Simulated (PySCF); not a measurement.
# C2H8GeSi2: NMR shifts at several levels of theory, part 2 of 2

PySCF 2.14.0. Atoms count from 0. The steps go on from the part before.

### 9 NMR shieldings: LC-wPBE/pcSseg-1

Job settings and geometry (Å):

```
{"job": {"kind": "nmr", "xc": "LC-wPBE", "basis": "pcSseg-1", "pop": false}, "charge": 0, "multiplicity": 1}
Si     2.287477     0.542531    -0.279820
Si     0.141825    -0.162759    -0.901947
C     -0.584163    -1.483922     0.243754
C     -1.602703    -0.887988     0.905132
Ge    -1.699341     0.929830     0.160085
H      2.648263     1.806160    -0.996049
H      2.305375     0.803254     1.192959
H      3.323315    -0.490942    -0.596271
H      0.096405    -0.465306    -2.369023
H     -0.277795    -2.523366     0.422940
H     -2.202392    -1.384863     1.679475
H     -2.984308     1.226379    -0.636213
H     -1.461337     2.074905     1.164532
```

Level: GIAO LC-wPBE/pcSseg-1 NMR shielding, non-relativistic, gas phase.

What it wrote:

```text
coarse grid: 50376 points
cycle   1  E = -2736.1442701379  dE = -4.243e-01  |g| = 9.135e-01  |ddm| = 3.367e+00
cycle   2  E = -2736.1685768620  dE = -2.431e-02  |g| = 7.749e-01  |ddm| = 7.645e-01
cycle   3  E = -2736.2096126705  dE = -4.104e-02  |g| = 7.171e-02  |ddm| = 3.791e-01
cycle   4  E = -2736.2104650343  dE = -8.524e-04  |g| = 1.353e-02  |ddm| = 8.841e-02
cycle   5  E = -2736.2105330075  dE = -6.797e-05  |g| = 5.329e-03  |ddm| = 2.996e-02
cycle   6  E = -2736.2105418177  dE = -8.810e-06  |g| = 1.506e-03  |ddm| = 1.084e-02
final grid: 102288 points
cycle   7  E = -2736.2104906212  dE = -4.079e-07  |g| = 1.375e-03  |ddm| = 2.832e-03
cycle   8  E = -2736.2104905426  dE =  7.859e-08  |g| = 1.418e-03  |ddm| = 2.207e-03
cycle   9  E = -2736.2104911134  dE = -5.708e-07  |g| = 8.151e-05  |ddm| = 9.959e-04
cycle  10  E = -2736.2104911186  dE = -5.178e-09  |g| = 4.114e-05  |ddm| = 2.630e-04
cycle  11  E = -2736.2104911199  dE = -1.263e-09  |g| = 1.189e-05  |ddm| = 1.709e-04
cycle  12  E = -2736.2104911199  dE = -6.139e-11  |g| = 4.134e-06  |ddm| = 2.002e-05
converged SCF energy = -2736.2104911199

GIAO shielding tensors (ppm)
atom      isotropic    diamagn.    paramagn.     s11        s22        s33       span
  0 Si     458.945     878.855    -419.909    449.677    457.180    469.978     20.301
  1 Si     400.001     880.039    -480.038    345.566    379.364    475.072    129.506
  2 C       19.120     261.096    -241.976    -98.810      1.381    154.789    253.599
  3 C       13.420     259.081    -245.661   -102.957     -6.459    149.675    252.632
  4 Ge    1531.860    2758.262   -1226.402   1470.921   1482.899   1641.760    170.839
  5 H       27.793      27.917      -0.124     24.580     25.694     33.105      8.525
  6 H       27.752      28.623      -0.871     24.398     26.432     32.428      8.030
  7 H       27.587      27.986      -0.399     24.240     25.262     33.259      9.019
  8 H       26.492      28.262      -1.770     23.643     24.569     31.264      7.621
  9 H       24.188      31.016      -6.828     23.010     24.305     25.250      2.239
 10 H       23.995      31.000      -7.004     23.125     24.249     24.612      1.487
 11 H       26.694      28.938      -2.244     21.090     21.569     37.423     16.333
 12 H       26.722      29.268      -2.547     21.000     22.111     37.054     16.053
```

Run time: 48 s. Hardware: 1 thread of Arm Neoverse N1, shared host; peak memory 0.86 GiB.

In short: δ C3 175.1, C2 169.4, Si1 -41.5, Si0 -100.4, H10 7.33, H9 7.14 ppm.

### 10 Shielding tensors: PBE0/6-31G

Same as in step 9 but for these lines:

```diff
@@ -1,2 +1,2 @@
-{"job": {"kind": "nmr", "xc": "LC-wPBE", "basis": "pcSseg-1", "pop": false}, "charge": 0, "multiplicity": 1}
+{"job": {"kind": "nmr", "xc": "PBE0", "basis": "6-31G", "pop": true}, "charge": 0, "multiplicity": 1}
 Si     2.287477     0.542531    -0.279820
```

Level: GIAO PBE0/6-31G NMR shielding, non-relativistic, gas phase.

What it wrote:

```text
coarse grid: 50376 points
cycle   1  E = -2735.8743762559  dE = -3.359e-01  |g| = 2.676e-01  |ddm| = 3.383e+00
cycle   2  E = -2735.8615348084  dE =  1.284e-02  |g| = 3.315e-01  |ddm| = 8.075e-01
cycle   3  E = -2735.8967560450  dE = -3.522e-02  |g| = 1.945e-02  |ddm| = 5.185e-01
cycle   4  E = -2735.8968524456  dE = -9.640e-05  |g| = 1.202e-02  |ddm| = 4.221e-02
cycle   5  E = -2735.8968875680  dE = -3.512e-05  |g| = 4.303e-03  |ddm| = 1.446e-02
cycle   6  E = -2735.8968928222  dE = -5.254e-06  |g| = 6.850e-04  |ddm| = 5.736e-03
final grid: 102288 points
cycle   7  E = -2735.8968410826  dE =  1.036e-07  |g| = 9.536e-04  |ddm| = 2.813e-03
cycle   8  E = -2735.8968405697  dE =  5.129e-07  |g| = 1.639e-03  |ddm| = 3.355e-03
cycle   9  E = -2735.8968413674  dE = -7.977e-07  |g| = 1.927e-04  |ddm| = 1.921e-03
cycle  10  E = -2735.8968413786  dE = -1.119e-08  |g| = 7.904e-06  |ddm| = 2.547e-04
cycle  11  E = -2735.8968413786  dE = -1.319e-11  |g| = 2.523e-06  |ddm| = 1.695e-05
converged SCF energy = -2735.8968413786

GIAO shielding tensors (ppm)
atom      isotropic    diamagn.    paramagn.     s11        s22        s33       span
  0 Si     523.576     881.796    -358.221    514.916    522.050    533.761     18.844
  1 Si     465.728     881.677    -415.949    414.569    445.759    536.858    122.289
  2 C       46.239     261.616    -215.377    -48.743     31.830    155.630    204.373
  3 C       42.455     259.523    -217.068    -48.379     28.888    146.857    195.237
  4 Ge    1804.116    2751.176    -947.061   1721.709   1778.749   1911.888    190.179
  5 H       29.328      29.230       0.098     25.950     26.940     35.093      9.143
  6 H       29.223      29.831      -0.607     25.585     27.710     34.376      8.791
  7 H       29.152      29.259      -0.107     25.779     26.487     35.189      9.410
  8 H       27.915      29.684      -1.769     24.796     25.714     33.234      8.438
  9 H       25.437      30.709      -5.272     24.235     25.238     26.838      2.603
 10 H       25.245      30.102      -4.857     24.063     24.163     27.509      3.446
 11 H       27.566      29.093      -1.527     22.135     22.438     38.126     15.991
 12 H       27.561      29.427      -1.866     21.921     22.924     37.839     15.917
```

Run time: 16 s. Hardware: 1 thread of Arm Neoverse N1, shared host; peak memory 0.52 GiB.

This run: δ C3 157.1, C2 153.3, Si1 -21.0, Si0 -78.8, H10 7.37, H9 7.18 ppm.

### 11 Nuclear shieldings: PBE0/STO-3G

Same as in step 10 but for these lines:

```diff
@@ -1,2 +1,2 @@
-{"job": {"kind": "nmr", "xc": "PBE0", "basis": "6-31G", "pop": true}, "charge": 0, "multiplicity": 1}
+{"job": {"kind": "nmr", "xc": "PBE0", "basis": "STO-3G", "pop": true}, "charge": 0, "multiplicity": 1}
 Si     2.287477     0.542531    -0.279820
```

Level: GIAO PBE0/STO-3G NMR shielding, non-relativistic, gas phase.

What it wrote:

```text
coarse grid: 50376 points
cycle   1  E = -2704.7205955878  dE = -2.381e+00  |g| = 5.418e-01  |ddm| = 4.295e+00
cycle   2  E = -2704.5662251483  dE =  1.544e-01  |g| = 9.924e-01  |ddm| = 2.462e+00
cycle   3  E = -2704.8576358681  dE = -2.914e-01  |g| = 1.068e-01  |ddm| = 1.451e+00
cycle   4  E = -2704.8612119553  dE = -3.576e-03  |g| = 5.289e-02  |ddm| = 2.591e-01
cycle   5  E = -2704.8620637695  dE = -8.518e-04  |g| = 2.287e-02  |ddm| = 9.649e-02
cycle   6  E = -2704.8622126023  dE = -1.488e-04  |g| = 5.464e-03  |ddm| = 3.189e-02
cycle   7  E = -2704.8622230991  dE = -1.050e-05  |g| = 3.455e-04  |ddm| = 8.553e-03
cycle   8  E = -2704.8622231730  dE = -7.384e-08  |g| = 1.067e-04  |ddm| = 1.070e-03
final grid: 102288 points
cycle   9  E = -2704.8620451659  dE = -5.156e-09  |g| = 7.264e-05  |ddm| = 3.858e-04
cycle  10  E = -2704.8620451668  dE = -8.822e-10  |g| = 5.710e-05  |ddm| = 2.355e-04
cycle  11  E = -2704.8620451680  dE = -1.279e-09  |g| = 1.167e-05  |ddm| = 1.108e-04
cycle  12  E = -2704.8620451681  dE = -3.502e-11  |g| = 3.388e-06  |ddm| = 1.777e-05
converged SCF energy = -2704.8620451681

GIAO shielding tensors (ppm)
atom      isotropic    diamagn.    paramagn.     s11        s22        s33       span
  0 Si     599.363     870.510    -271.147    587.256    595.728    615.106     27.850
  1 Si     544.865     873.031    -328.167    484.269    523.538    626.787    142.518
  2 C      103.301     258.275    -154.974     18.107    101.640    190.157    172.049
  3 C      107.101     259.082    -151.981     20.539    107.649    193.115    172.576
  4 Ge    2067.002    2734.435    -667.433   1924.193   2010.524   2266.290    342.096
  5 H       31.038      30.675       0.363     27.286     28.554     37.275      9.989
  6 H       30.929      32.629      -1.700     26.762     29.456     36.569      9.807
  7 H       30.931      30.524       0.407     27.205     28.007     37.581     10.377
  8 H       30.095      31.526      -1.431     26.414     27.716     36.155      9.741
  9 H       26.410      31.817      -5.407     24.664     25.943     28.623      3.959
 10 H       26.390      30.843      -4.453     24.880     25.262     29.029      4.149
 11 H       30.445      31.312      -0.867     24.484     26.311     40.540     16.056
 12 H       30.463      32.726      -2.263     24.367     26.913     40.109     15.743
```

Wall time 8.2 s (1 thread of Arm Neoverse N1, shared host); peak memory 0.47 GiB.

In short: δ C2 131.4, C3 127.6, Si1 -27.3, Si0 -81.8, H10 6.21, H9 6.19 ppm.

### 12 Comparing the runs: NMR shifts

Shifts (ppm) of some atoms, chosen among heavy atoms and hydrogens apart, with basis size and wall time:

```tsv
run	C3	C2	H11	H12	Si1	Si0	Ge4	functions	time
PBE0/pcSseg-1	171.9	166.4	4.79	4.76	-38.3	-101.3	-191	163	28 s
mPW1PW91/pcSseg-1	171.9	166.2	4.77	4.75	-36.6	-99.1	-188	163	28 s
WP04/pcSseg-1	171.9	164.1	4.24	4.24	-16.8	-84.1	-160	163	28 s
B97-2/pcSseg-1	167.9	161.9	4.74	4.71	-35.3	-97.3	-188	163	28 s
BHandHLYP/pcSseg-1	173.3	167.5	4.59	4.57	-32.6	-95.8	-179	163	28 s
CAM-B3LYP/pcSseg-1	174.6	168.7	4.69	4.66	-34.5	-102.0	-191	163	39 s
wB97X-D/pcSseg-1	171.6	165.8	4.71	4.69	-39.1	-100.2	-193	163	38 s
LC-wPBE/pcSseg-1	175.1	169.4	4.63	4.60	-41.5	-100.4	-192	163	48 s
PBE0/6-31G	157.1	153.3	5.05	5.05	-21.0	-78.8	-108	87	16 s
PBE0/STO-3G	127.6	131.4	2.16	2.14	-27.3	-81.8	-15	54	8.2 s
```

### 13 Results

What follows sums up all 2 parts.

```
                                                              quantity                                             value
                                ¹³C shifts against TMS (PBE0/pcSseg-1)                                  171.9, 166.4 ppm
¹H shifts against TMS (PBE0/pcSseg-1, means over atoms taken as alike)            7.38, 7.19, 5.09, 4.79, 4.76, 3.72 ppm
                               ²⁹Si shifts against TMS (PBE0/pcSseg-1)                                 -38.3, -101.3 ppm
                             ⁷³Ge shifts against GeMe4 (PBE0/pcSseg-1)                                          -191 ppm
                       range of the shift of Ge4 (minimal bases aside)                                  -193 to -108 ppm
                                         property runs in this session  10, of which 0 failed and 1 gave unsound results
```

What this shows: Single values in the summary come from the first sound run of each kind (PBE0/pcSseg-1), which need not be the best level. Leaving out the minimal-basis runs, which are unusable for shieldings: Across the 9 runs the shift of Ge4 moves most, between -193 (wB97X-D/pcSseg-1) and -108 ppm (PBE0/6-31G). Spin-orbit coupling is left out, which matters for shieldings and couplings at and beside the heavy atoms.
